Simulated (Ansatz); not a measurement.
# CH9GePSi: a ladder of functionals and wavefunction methods

How much do the methods differ for CH9GePSi? The plan is to run it at one geometry with functionals of several rungs and with coupled cluster. The yardstick is the atomisation energy at the CCSD(T) limit.

Computed with Ansatz 0.2.0, Gaussian basis. Level: functionals in def2-TZVPP, the program's frozen cores in correlated methods.

Levels to be run: PBE-D4, r2SCAN-D4, PBE0-D4, B3LYP-D4, ωB97X-V, ωB97M-V, B2PLYP; CCSD(T)/def2-TZVPP; MP2/def2-QZVPP; extrapolation to the limit.

## Step 1: The relaxed structure

The geometry comes from an earlier relaxation with PBE0-D4 in a triple-zeta def2 set; it is a stationary point, not always the lowest conformer.

SMILES `[SiH3][CH2][GeH2][PH2]`, 13 atoms, charge 0, spin multiplicity 1.

Atoms are counted from 1 here; the program's logs count them from 0.

Bond lengths: Si1–C2 1.870 Å, Si1–H5 1.488 Å, Si1–H6 1.489 Å, Si1–H7 1.488 Å, C2–Ge3 1.961 Å, C2–H8 1.094 Å, C2–H9 1.094 Å, Ge3–P4 2.324 Å, Ge3–H10 1.541 Å, Ge3–H11 1.541 Å, P4–H12 1.421 Å, P4–H13 1.421 Å. Angles: C2–Si1–H5 110.1°, C2–Si1–H6 111.4°, C2–Si1–H7 110.1°, H5–Si1–H6 108.4°, H5–Si1–H7 108.4°, H6–Si1–H7 108.4°, Si1–C2–Ge3 113.7°, Si1–C2–H8 109.8°, Si1–C2–H9 109.9°, Ge3–C2–H8 107.9°, Ge3–C2–H9 108.0°, H8–C2–H9 107.4°, C2–Ge3–P4 113.6°, C2–Ge3–H10 109.7°, C2–Ge3–H11 109.7°, P4–Ge3–H10 107.6°, P4–Ge3–H11 107.6°, H10–Ge3–H11 108.5° and more.

## Step 2: PBE-D4 (GGA)

in.yaml reads:

```yaml
crystal:
  periodic: [false, false, false]
  atoms:
    - {symbol: Si, position_ang: [-1.305310, 1.551155, -0.828479]}
    - {symbol: C, position_ang: [-0.531417, 0.353683, 0.381364]}
    - {symbol: Ge, position_ang: [0.915280, -0.721265, -0.390969]}
    - {symbol: P, position_ang: [1.884265, -2.200336, 1.116944]}
    - {symbol: H, position_ang: [-1.876489, 0.811278, -1.985855]}
    - {symbol: H, position_ang: [-2.395100, 2.339237, -0.190257]}
    - {symbol: H, position_ang: [-0.277611, 2.498109, -1.338642]}
    - {symbol: H, position_ang: [-0.125007, 0.901002, 1.236495]}
    - {symbol: H, position_ang: [-1.292955, -0.331361, 0.764415]}
    - {symbol: H, position_ang: [2.029215, 0.206359, -0.913549]}
    - {symbol: H, position_ang: [0.373343, -1.549512, -1.571929]}
    - {symbol: H, position_ang: [0.630841, -2.671782, 1.593371]}
    - {symbol: H, position_ang: [1.991446, -1.221267, 2.141789]}
basis:
  gaussian: {orbitals: def2-TZVPP}
hamiltonian: {xc: pbe, dispersion: d4}
output: {forces: true, orbitals: {seedname: orbitals}}
```

The run is started by

```
$ ansatz run in.yaml --threads 4 --pin off --events-out ev --progress --plain --max-ram 10444MiB
```

After this run come: r2SCAN-D4 (meta-GGA); PBE0-D4 (hybrid); B3LYP-D4 (hybrid); ωB97X-V (range-separated); ωB97M-V (range-separated); B2PLYP (double hybrid); CCSD(T) in def2-TZVPP; MP2 in def2-QZVPP.

Before running them: what should the planned runs give, taken together? Wanted: atomisation energy, CCSD(T)/CBS; farthest; mean size of error, hybrid; mean size of error, range-separated; gap, smallest and largest; T1 diagnostic; triples share of the correlation energy.

The runs gave:

| quantity | value |
| --- | --- |
| atomisation energy, CCSD(T)/CBS | 3958.9 kJ/mol |
| functionals within 39.6 kJ/mol (1.0 %) | PBE-D4, r2SCAN-D4, B3LYP-D4, ωB97X-V, ωB97M-V |
| farthest | B2PLYP (-66.2 kJ/mol) |
| mean size of error, hybrid | 24.1 kJ/mol |
| mean size of error, range-separated | 17.1 kJ/mol |
| gap, smallest and largest | 5.50 eV (PBE-D4), 11.65 eV (ωB97X-V) |
| T1 diagnostic | 0.0118 |
| triples share of the correlation energy | 3.7 % |

**Reading.** PBE-D4 is off by -25.0 kJ/mol. Double hybrids carry the basis error of their MP2 part in triple zeta, and no dispersion term here, so their miss is partly the set-up's. The reference freezes the cores and leaves out relativity and excitations past (T), and its outer-core shells are covered unevenly, so misses under about 39.6 kJ/mol can't be ranked. Hartree-Fock recovers 74 % of the binding; the rest is correlation. The gap grows from 5.5 to 11.7 eV across the functionals, mostly with the share of exact exchange. Correlated methods include outer-core shells of Ge, which these sets cover unevenly.
